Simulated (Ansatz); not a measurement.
# AlH4Br (built from SMILES Br.[AlH3]): search for a transition state, part 2 of 2

Ansatz 0.2.0, Gaussian basis; PBE0-D4.

### Step 6. Vibrations at the point found

File vib/in.yaml:

```yaml
crystal:
  periodic: [false, false, false]
  atoms:
    - {symbol: Al, position_ang: [-0.059268, -0.759919, -0.080702]}
    - {symbol: H, position_ang: [1.405956, -0.142913, 0.223830]}
    - {symbol: H, position_ang: [-0.403424, -1.082420, -1.590975]}
    - {symbol: H, position_ang: [-0.866032, -1.337553, 1.151706]}
    - {symbol: H, position_ang: [0.634328, 1.383813, 0.235733]}
    - {symbol: Br, position_ang: [-0.711559, 1.938992, 0.060409]}
basis:
  gaussian: {orbitals: def2-TZVP}
hamiltonian: {xc: pbe0, dispersion: d4}
phonons: {temperatures: {t_min: 298.15, t_max: 900, t_step: 200}}
```

Run with:

```sh
ansatz run in.yaml --threads 2 --pin off --events-out ev --progress --plain --max-ram 4352MiB
```

The log of the run, cut to the lines that bear on the results:

```text
Functional definition: PBE0
  name "PBE0"
  cite "Adamo & Barone, J. Chem. Phys. 110, 6158 (1999) doi:10.1063/1.478522"
  cite "Perdew, Burke & Ernzerhof, Phys. Rev. Lett. 77, 3865 (1996) doi:10.1103/PhysRevLett.77.3865"
  parent pbe
[...]
868 factors; their error is unknown
[...]
mean field -76696.52681171 eV, -2818.5453735572 hartree, gradient 4.1e-5 eV, S^2 0.000000; 0 other end points of the search recorded, 0 dependent functions left out
[...]
reference -76696.52684292 eV, -2818.5453747041 hartree; 26, 26 occupied and 83, 83 virtual orbitals, 868 factors
[... from here to the last solve, the lines of the solves are left out (35 solves) ...]
868 factors; their error is unknown
mean field -76696.52680379 eV, -2818.5453732661 hartree, gradient 1.5e-6 eV, S^2 0.000000; 0 other end points of the search recorded, 0 dependent functions left out
[...]
reference -76696.52683500 eV, -2818.5453744130 hartree; 26, 26 occupied and 83, 83 virtual orbitals, 868 factors
WARN: phonons: modes at or below zero, which the zero-point energy, F, S and C_V leave out: 1, the lowest at -300.99 cm⁻¹. A minimum has none, and a first-order saddle one
Total energy: -76696.60223133 eV, -2818.5481451772 hartree
Atom 0 at    -0.059268    -0.759919    -0.080702 Å, force    -0.000674    -0.006688    -0.000781 eV/Å
Atom 1 at     1.405956    -0.142913     0.223830 Å, force     0.001315     0.003829     0.000578 eV/Å
Atom 2 at    -0.403424    -1.082420    -1.590975 Å, force    -0.000471     0.000937     0.000954 eV/Å
Atom 3 at    -0.866032    -1.337553     1.151706 Å, force    -0.000180     0.001057    -0.000822 eV/Å
Atom 4 at     0.634328     1.383813     0.235733 Å, force    -0.009473     0.001845    -0.001415 eV/Å
Atom 5 at    -0.711559     1.938992     0.060409 Å, force     0.009484    -0.000980     0.001486 eV/Å
Dipole moment:     0.046675     0.212073     0.027605 e Å
Vibrations: -300.99 150.71 333.87 415.12 549.86 758.59 790.13 792.85 1771.63 1934.33 1946.38 2226.56 cm⁻¹, zero-point energy 0.723450 eV
```

Wall time 47 s (2 threads of Intel Xeon Platinum 8375C at 2.90GHz, shared host).

The modes, with what each moves most:

```
mode  wavenumber (cm⁻¹)      character
   1               301i  changes H2–H5
   2                151  Al–Br stretch
   3                334           bend
   4                415        torsion
   5                550           bend
   6                759           bend
   7                790           bend
   8                793           bend
   9               1772   Al–H stretch
  10               1934   Al–H stretch
  11               1946   Al–H stretch
  12               2227   Br–H stretch
```

Vibrational sums (real modes only):

```
T (K)  entropy (J/mol/K)  heat capacity (J/mol/K)
  298               25.3                     34.3
  498               47.0                     50.5
  698               65.9                     61.7
  898               82.4                     69.6
```

### Step 7. Relaxing after a step of 0.30 Å one way along the mode

File downa/in.yaml:

```yaml
crystal:
  periodic: [false, false, false]
  atoms:
    - {symbol: Al, position_ang: [-0.104796, -0.681431, -0.081055]}
    - {symbol: H, position_ang: [1.341440, 0.029859, 0.229031]}
    - {symbol: H, position_ang: [-0.363047, -1.066880, -1.589140]}
    - {symbol: H, position_ang: [-0.827753, -1.323294, 1.165946]}
    - {symbol: H, position_ang: [0.618601, 1.085773, 0.205323]}
    - {symbol: Br, position_ang: [-0.664446, 1.955974, 0.069896]}
basis:
  gaussian: {orbitals: def2-TZVP}
hamiltonian: {xc: pbe0, dispersion: d4}
relax: {f_tol: 0.005, max_steps: 200}
```

Run with:

```sh
ansatz run in.yaml --threads 2 --pin off --events-out ev --progress --plain --max-ram 4352MiB
```

The log of the run, cut to the lines that bear on the results:

```text
[... 5 set-up lines as earlier in the session ...]
[...]
868 factors; their error is unknown
[...]
mean field -76696.56326453 eV, -2818.5467131737 hartree, gradient 2.2e-5 eV, S^2 0.000000; 0 other end points of the search recorded, 0 dependent functions left out
[...]
reference -76696.56329471 eV, -2818.5467142829 hartree; 26, 26 occupied and 83, 83 virtual orbitals, 868 factors
relax step   1: F+E_penalty+E_count = -76696.63955767 eV  Δ(F+E_penalty+E_count) = +0.000e0 eV  max|allowed force component| = 5.159e-1 eV/Å  Δτ_max = 0.0000 Å  (23 SCF iters, accepted)
[...]
868 factors; their error is unknown
[...]
mean field -76697.93901338 eV, -2818.5972710113 hartree, gradient 2.4e-5 eV, S^2 0.000000; 1 other end points of the search recorded, 0 dependent functions left out
[...]
reference -76697.93904317 eV, -2818.5972721061 hartree; 26, 26 occupied and 83, 83 virtual orbitals, 868 factors
Total energy: -76698.01421036 eV, -2818.6000344496 hartree
Atom 0 at    -0.631843    -0.320356    -0.136385 Å, force    -0.003376    -0.000135    -0.000587 eV/Å
Atom 1 at     1.613433    -0.069958     0.265736 Å, force     0.002755    -0.002507     0.000231 eV/Å
Atom 2 at    -0.257029    -0.911580    -1.548634 Å, force     0.000991    -0.000595     0.004901 eV/Å
Atom 3 at    -0.718993    -1.166439     1.190652 Å, force     0.002530     0.000256    -0.004326 eV/Å
Atom 4 at     1.384421     0.649575     0.293866 Å, force    -0.000165     0.000031    -0.000036 eV/Å
Atom 5 at    -1.389990     1.818759    -0.065234 Å, force    -0.002735     0.002950    -0.000182 eV/Å
Dipole moment:     0.304785    -0.203551     0.032472 e Å
```

Run time: 28 s. Hardware: 2 threads of Intel Xeon Platinum 8375C at 2.90GHz, shared host.

Relaxation path:

```
step  energy from step 1 (eV)  largest force component (eV/Å)
   1                   0.0000                          0.5159
   2                  -0.0368                          0.7064
   3                  -0.1466                          1.2298
   4                  -0.4747                          1.5616
   5                  -0.9720                          1.3299
   6                  -1.2119                          1.0359
   7                  -1.3011                          0.4427
   8                  -1.3408                          0.7521
   9                  -1.3624                          0.2543
  10                  -1.3628                          0.2950
  11                  -1.3739                          0.0308
  12                  -1.3746                          0.0049
```

Close pairs (by a distance rule), those that changed most:

```
   bond  before (Å)  after (Å)  change (Å)
 H5–Br6       1.556      3.032      +1.476
 Al1–H2       1.641      2.295      +0.653
  H2–H5       1.280      0.756      -0.524
Al1–Br6       2.700      2.271      -0.430
 Al1–H5       1.931      2.278      +0.348
 Al1–H4       1.578      1.576      -0.002
 Al1–H3       1.578      1.576      -0.002
```

### Step 8. Relaxing after a step of 0.30 Å the other way along the mode

File downb/in.yaml:

```yaml
crystal:
  periodic: [false, false, false]
  atoms:
    - {symbol: Al, position_ang: [-0.013740, -0.838407, -0.080349]}
    - {symbol: H, position_ang: [1.470473, -0.315685, 0.218628]}
    - {symbol: H, position_ang: [-0.443801, -1.097959, -1.592809]}
    - {symbol: H, position_ang: [-0.904312, -1.351812, 1.137465]}
    - {symbol: H, position_ang: [0.650054, 1.681853, 0.266143]}
    - {symbol: Br, position_ang: [-0.758673, 1.922010, 0.050922]}
basis:
  gaussian: {orbitals: def2-TZVP}
hamiltonian: {xc: pbe0, dispersion: d4}
relax: {f_tol: 0.005, max_steps: 200}
```

Run with:

```sh
ansatz run in.yaml --threads 2 --pin off --events-out ev --progress --plain --max-ram 4352MiB
```

The log of the run, cut to the lines that bear on the results:

```text
[... 5 set-up lines as earlier in the session ...]
[...]
868 factors; their error is unknown
[...]
mean field -76696.54210222 eV, -2818.5459354731 hartree, gradient 3.1e-5 eV, S^2 0.000000; 0 other end points of the search recorded, 0 dependent functions left out
[...]
reference -76696.54213402 eV, -2818.5459366416 hartree; 26, 26 occupied and 83, 83 virtual orbitals, 868 factors
relax step   1: F+E_penalty+E_count = -76696.61595472 eV  Δ(F+E_penalty+E_count) = +0.000e0 eV  max|allowed force component| = 3.325e-1 eV/Å  Δτ_max = 0.0000 Å  (25 SCF iters, accepted)
[...]
868 factors; their error is unknown
[...]
mean field -76696.59421712 eV, -2818.5478506605 hartree, gradient 9.1e-6 eV, S^2 0.000000; 1 other end points of the search recorded, 0 dependent functions left out
[...]
reference -76696.59424951 eV, -2818.5478518508 hartree; 26, 26 occupied and 83, 83 virtual orbitals, 868 factors
Total energy: -76696.66723759 eV, -2818.5505341132 hartree
Atom 0 at    -0.010840    -0.902362    -0.085783 Å, force    -0.000699     0.000522    -0.000073 eV/Å
Atom 1 at     1.517879    -0.557851     0.204110 Å, force    -0.000908     0.000798    -0.000080 eV/Å
Atom 2 at    -0.485876    -1.128906    -1.585273 Å, force     0.000399    -0.000025     0.000463 eV/Å
Atom 3 at    -0.940684    -1.379789     1.111256 Å, force     0.000525     0.000044    -0.000301 eV/Å
Atom 4 at     0.632436     2.177482     0.309257 Å, force     0.000312    -0.000613    -0.000005 eV/Å
Atom 5 at    -0.712914     1.791427     0.046432 Å, force     0.000371    -0.000726    -0.000005 eV/Å
Dipole moment:     0.061985     0.550822     0.061702 e Å
```

It took 16 s on 2 threads of Intel Xeon Platinum 8375C at 2.90GHz, shared host.

The steps of the relaxation:

```
step  energy from step 1 (eV)  largest force component (eV/Å)
   1                   0.0000                          0.3325
   2                  -0.0118                          0.1656
   3                  -0.0208                          0.1839
   4                  -0.0398                          0.2513
   5                  -0.0496                          0.0977
   6                  -0.0512                          0.0134
   7                  -0.0513                          0.0009
```

Distances of close pairs at the start and the end, largest changes first:

```
   bond  before (Å)  after (Å)  change (Å)
Al1–Br6       2.862      2.787      -0.075
 H5–Br6       1.445      1.424      -0.021
 Al1–H2       1.602      1.594      -0.008
 Al1–H3       1.594      1.589      -0.005
 Al1–H4       1.594      1.589      -0.005
```

### Step 9. What the saddle joins

```
   pair  start side (Å)  saddle (Å)  end side (Å)
Al1–Br6           2.787       2.780         2.271
  H2–H5           2.877       1.711         0.756
 Al1–H2           1.594       1.619         2.295
 H5–Br6           1.424       1.466         3.032
```

### Step 10. Outcome

This closing draws on all 2 parts.

```
                       quantity                                                          value
                 imaginary mode                                                      301i cm⁻¹
    barrier from the start side                                                       0.065 eV
      barrier from the end side                                                       1.412 eV
             energy of the step                                                      -1.347 eV
              pairs that change  Al1–Br6 tightened, H2–H5 formed, Al1–H2 broken, H5–Br6 broken
zero-point energy at the saddle                                                       0.723 eV
```

In words: The point has a single imaginary mode (301i cm⁻¹), as a transition state must. The two relaxations end on the structures that were planned. At PBE0-D4/def2-TZVP the electronic barrier is 0.065 eV, about 3 kT at 298 K, and the step runs 1.347 eV downhill. These are plain relaxations, not an intrinsic reaction coordinate. Lower complexes than these ends may exist.
